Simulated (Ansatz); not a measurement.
# C2H3Ga: a ladder of functionals and wavefunction methods

An exercise on one series of results from a longer session: the logs are not shown, and one member is left open.

The runs use Ansatz 0.2.0, Gaussian basis; functionals in def2-TZVPP, the program's frozen cores in correlated methods.

The runs, in order: LDA (SPW92), PBE-D4, revPBE-D4, BLYP-D4, r2SCAN-D4, B97M-V, PBE0-D4, B3LYP-D4, r2SCANh-D4, r2SCAN0-D4, HSE06-D4, BHLYP-D4, CAM-B3LYP-D4, LC-ωPBE, ωB97X-V, ωB97M-V, B2PLYP, PBE-QIDH; CCSD(T)/def2-SVP; CCSD(T)/def2-TZVPP; MP2/def2-QZVPP; extrapolation to the limit; RPA on PBE.

### The geometry

All runs share one geometry, relaxed beforehand with PBE0-D4 in a triple-zeta def2 set.

SMILES `C#[C][GaH2]`, 6 atoms, charge 0, spin multiplicity 1.

Atoms are counted from 1 here; the program's logs count them from 0.

Bond lengths: C1–C2 1.210 Å, C1–H4 1.067 Å, C2–Ga3 1.916 Å, Ga3–H5 1.560 Å, Ga3–H6 1.560 Å. Angles: C2–C1–H4 180.0°, C1–C2–Ga3 179.9°, C2–Ga3–H5 118.1°, C2–Ga3–H6 118.1°, H5–Ga3–H6 123.8°.

The first run:

File in.yaml:

```yaml
crystal:
  periodic: [false, false, false]
  atoms:
    - {symbol: C, position_ang: [-1.232679, -1.331657, -0.249931]}
    - {symbol: C, position_ang: [-0.419038, -0.451760, -0.086229]}
    - {symbol: Ga, position_ang: [0.870608, 0.940768, 0.176286]}
    - {symbol: H, position_ang: [-1.950111, -2.107405, -0.394658]}
    - {symbol: H, position_ang: [1.778603, 1.339158, -1.028324]}
    - {symbol: H, position_ang: [0.952637, 1.610885, 1.582876]}
basis:
  gaussian: {orbitals: def2-TZVPP}
hamiltonian: {xc: lda}
output: {orbitals: {seedname: orbitals}}
```

Run with:

```sh
$ ansatz run in.yaml --threads 4 --pin off --events-out ev --progress --plain --max-ram 10444MiB
```

Steps of the session up to this table: LDA; PBE-D4 (GGA); revPBE-D4 (GGA); BLYP-D4 (GGA); r2SCAN-D4 (meta-GGA); B97M-V (meta-GGA); B3LYP-D4 (hybrid); r2SCANh-D4 (hybrid); r2SCAN0-D4 (hybrid); HSE06-D4 (hybrid); BHLYP-D4 (hybrid); CAM-B3LYP-D4 (range-separated); LC-ωPBE (range-separated); ωB97X-V (range-separated); ωB97M-V (range-separated); B2PLYP (double hybrid); PBE-QIDH (double hybrid).

One of the session's tables, all rows but one given; the rest of the session is left out.

It belongs to the step «Frontier levels by functional». 

```
  functional  HOMO (eV)  LUMO (eV)  gap (eV)
 LDA (SPW92)      -6.90      -3.07      3.83
      PBE-D4      -6.76      -2.80      3.96
   revPBE-D4      -6.70      -2.68      4.02
     BLYP-D4      -6.61      -2.74      3.87
   r2SCAN-D4      -6.99      -2.54      4.45
      B97M-V      -7.01      -2.71      4.30
     PBE0-D4      -7.94      -1.98      5.96
    B3LYP-D4      -7.72      -2.26      5.46
  r2SCANh-D4          ?          ?         ?
  r2SCAN0-D4      -8.10      -1.83      6.27
    HSE06-D4      -7.54      -2.35      5.19
    BHLYP-D4      -8.99      -1.21      7.78
CAM-B3LYP-D4      -9.29      -1.09      8.20
     LC-ωPBE     -10.70       0.10     10.80
     ωB97X-V     -10.30      -0.03     10.27
     ωB97M-V     -10.16      -0.23      9.93
```

**Question.** Estimate the row for r2SCANh-D4.

Worked estimate for «HOMO (eV)». Against the share of exact exchange, r2SCAN-D4 (0, -6.99), r2SCAN0-D4 (0.25, -8.10) give a slope of -4.44 per unit share; at 0.1 the line stands at -7.43.

**Answer.** HOMO (eV): -7.44; LUMO (eV): -2.26; gap (eV): 5.18. In «HOMO (eV)» the line misses by +0.01.
